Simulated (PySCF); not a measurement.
# C₅H₆FNO: circular dichroism and optical rotation

Aim: compute the circular dichroism and optical rotation of C₅H₆FNO (`N#C[C@@H]1C[C@H](F)CO1`).

Computed with PySCF 2.14.0 and routines of our own; the level stands in each step. Atoms count from 0.

### Step 1. The starting structure

14 atoms, charge 0, multiplicity 1; geometry from: GFN2-xTB.

### Step 2. Geometry optimisation at PBE0-D3(BJ)/def2-SVP

What the job is given:

```
{"job": {"xc": "PBE0", "basis": "def2-SVP", "d3": "d3bj", "grid": 1, "kind": "geom"}, "charge": 0, "multiplicity": 1}
N      2.404176     1.522158    -0.954840
C      1.772822     0.932994    -0.207536
C      0.939184     0.195464     0.733564
C      0.374385    -1.080412     0.071953
C     -0.993968    -0.624923    -0.451241
F     -1.013529    -0.599738    -1.825667
C     -1.157731     0.803517     0.105293
O     -0.193262     0.949802     1.121518
H      1.525451    -0.005985     1.636464
H      0.264006    -1.871966     0.810682
H      1.000092    -1.433266    -0.746789
H     -1.805044    -1.295850    -0.153092
H     -0.982593     1.516479    -0.712444
H     -2.134667     0.991253     0.549970
```

The run is started by

```console
$ OMP_NUM_THREADS=1 python excited_run.py task.json out
```

The driver reads the jobs from task.json and runs them one after another.

The log of the run:

```text
step   0  E = -423.14766059  max force = 0.024879
step   1  E = -423.14902842  max force = 0.005852
step   2  E = -423.14953641  max force = 0.002514
step   3  E = -423.14967954  max force = 0.001867
step   4  E = -423.14982819  max force = 0.001998
step   5  E = -423.15000368  max force = 0.002613
step   6  E = -423.15020445  max force = 0.002526
step   7  E = -423.15043214  max force = 0.002048
step   8  E = -423.14987941  max force = 0.005291
step   9  E = -423.15062520  max force = 0.002557
step  10  E = -423.15073175  max force = 0.001660
step  11  E = -423.15078175  max force = 0.001320
step  12  E = -423.15081443  max force = 0.000780
step  13  E = -423.15082927  max force = 0.000883
step  14  E = -423.15084630  max force = 0.001422
step  15  E = -423.15085520  max force = 0.001067
step  16  E = -423.15086078  max force = 0.000288
optimisation converged
```

Run time: 1.8 min. Hardware: 1 thread of Arm Neoverse V2, shared host; peak memory 0.58 GiB.

Step by step: (the energy doesn't fall at every step)

```csv
step,energy from step 0 (eV),largest force component (eV/Å)
0,0.0000,1.2793
1,-0.0372,0.3009
2,-0.0510,0.1293
3,-0.0549,0.0960
4,-0.0590,0.1027
5,-0.0638,0.1344
6,-0.0692,0.1299
7,-0.0754,0.1053
8,-0.0604,0.2721
9,-0.0807,0.1315
10,-0.0836,0.0854
11,-0.0849,0.0679
12,-0.0858,0.0401
13,-0.0862,0.0454
14,-0.0867,0.0731
15,-0.0869,0.0549
16,-0.0871,0.0148
```

Close pairs (by a distance rule), those that changed most:

```csv
bond,before (Å),after (Å),change (Å)
C1–C2,1.458,1.478,+0.020
C4–C6,1.542,1.524,-0.018
C3–C4,1.534,1.518,-0.016
N0–C1,1.142,1.156,+0.014
C6–H13,1.090,1.102,+0.012
C2–C3,1.544,1.532,-0.012
C2–O7,1.415,1.403,-0.012
C3–H9,1.088,1.100,+0.011
```

The next job starts from the end point, and lists it.

```csv
at the end point,value
point group (found at 0.08 Å tolerance),C1
"rotational constants (GHz, main isotopes)","3.057, 1.972, 1.616"
dipole moment (D),5.15
```

### Step 3. Circular dichroism and optical rotation: TDDFT PBE0/def2-SVPD

What the job is given:

```
{"job": {"kind": "ecd", "xc": "PBE0", "basis": "def2-SVPD", "nstates": 8}, "charge": 0, "multiplicity": 1}
N      2.762572     0.411574    -1.301808
C      1.973657     0.055358    -0.535008
C      0.994265    -0.397763     0.474453
C     -0.217148    -1.094498    -0.153581
C     -1.105753     0.090708    -0.484572
F     -0.741803     0.608493    -1.706752
C     -0.774908     1.084141     0.622273
O      0.459264     0.681637     1.193616
H      1.535317    -1.048478     1.180188
H     -0.695445    -1.732633     0.603665
H      0.012882    -1.696101    -1.042395
H     -2.176516    -0.162226    -0.531192
H     -0.700421     2.097369     0.194957
H     -1.542035     1.087266     1.413610
```

Method: TDDFT PBE0/def2-SVPD circular dichroism and optical rotation, one conformer, gas phase.

The log of the run:

```text
coarse grid: 12384 points
cycle   1  E = -422.9973466572  dE =  1.158e+00  |g| = 7.302e-01  |ddm| = 5.371e+00
cycle   2  E = -422.7546522066  dE =  2.427e-01  |g| = 1.329e+00  |ddm| = 2.887e+00
cycle   3  E = -423.0941065037  dE = -3.395e-01  |g| = 2.199e-01  |ddm| = 1.948e+00
cycle   4  E = -423.1029094619  dE = -8.803e-03  |g| = 8.933e-02  |ddm| = 2.986e-01
cycle   5  E = -423.1044902439  dE = -1.581e-03  |g| = 1.675e-02  |ddm| = 1.165e-01
cycle   6  E = -423.1045497038  dE = -5.946e-05  |g| = 4.733e-03  |ddm| = 3.182e-02
cycle   7  E = -423.1045542159  dE = -4.512e-06  |g| = 1.087e-03  |ddm| = 8.411e-03
final grid: 122080 points
cycle   8  E = -423.1679815318  dE = -2.877e-05  |g| = 1.125e-02  |ddm| = 1.239e-01
cycle   9  E = -423.1679516858  dE =  2.985e-05  |g| = 1.706e-02  |ddm| = 4.072e-02
cycle  10  E = -423.1680062967  dE = -5.461e-05  |g| = 1.131e-03  |ddm| = 2.531e-02
cycle  11  E = -423.1680065877  dE = -2.911e-07  |g| = 2.476e-04  |ddm| = 1.916e-03
cycle  12  E = -423.1680065933  dE = -5.542e-09  |g| = 1.937e-04  |ddm| = 6.127e-04
cycle  13  E = -423.1680066008  dE = -7.542e-09  |g| = 4.869e-05  |ddm| = 2.494e-04
cycle  14  E = -423.1680066013  dE = -5.022e-10  |g| = 1.178e-05  |ddm| = 8.124e-05
converged SCF energy = -423.1680066013

Singlet excitations and rotatory strengths (1e-40 esu^2 cm^2)
state   eV       nm     f(len)   f(vel)    R(len)    R(vel)   main configurations
  1   7.0785   175.2  0.00187  0.00197    -2.361    -2.112   H->L 0.78, H->L+1 0.16
  2   7.4023   167.5  0.00272  0.00280    -5.779    -5.973   H-1->L+1 0.41, H-1->L 0.20, H->L+1 0.15
  3   7.4487   166.5  0.00780  0.00862    11.781    12.628   H->L+1 0.64, H-1->L+1 0.15
  4   7.8941   157.1  0.00293  0.00294     1.985     2.174   H-1->L 0.20, H-2->L+1 0.19, H-1->L+2 0.11
  5   7.9964   155.1  0.00595  0.00638    -1.988    -2.465   H->L+2 0.42, H-2->L+1 0.11
  6   8.2048   151.1  0.00536  0.00566    -2.711    -2.752   H->L+2 0.35, H-2->L 0.20, H-2->L+2 0.10
  7   8.3797   148.0  0.00850  0.00899   -11.888   -11.571   H->L+3 0.87, H->L+2 0.10
  8   8.5005   145.9  0.00352  0.00385    -8.830    -9.178   H-3->L 0.47, H-2->L 0.21, H-1->L 0.14

Specific rotation (deg / (dm g/mL))
    nm     length   length(OI)   velocity    alpha(len)  alpha(vel)
  633.0      55.11      54.18      52.29       64.730     64.559
  589.3      63.83      62.74      60.57       64.906     64.736
  546.0      74.70      73.42      70.90       65.127     64.958
  436.0     119.22     117.13     113.19       66.035     65.870
  405.0     139.14     136.67     132.14       66.446     66.283
  365.0     173.15     170.02     164.53       67.156     66.996
  355.0     183.58     180.24     174.48       67.377     67.218
```

Wall time 65 s (1 thread of Arm Neoverse V2, shared host); peak memory 0.89 GiB.

### Step 4. Summary of results

| quantity | value |
| --- | --- |
| point group | C1 |
| rotational constants (main isotopes) | 3.06, 1.97, 1.62 GHz |
| state of largest rotatory strength (velocity form) among 8 (step 3, TDDFT PBE0/def2-SVPD) | 7.45 eV, R = +12.6 (velocity), +11.8 (length) ·10⁻⁴⁰ esu² cm² |
| specific rotation at 633.0 nm (step 3, TDDFT PBE0/def2-SVPD) | 52.3 (velocity), 55.1 (length) |

In words: Over 16 steps the energy fell by 0.087 eV; of the close pairs, C1–C2 changed most, 1.458 to 1.478 Å. Rotations belong to one conformer.
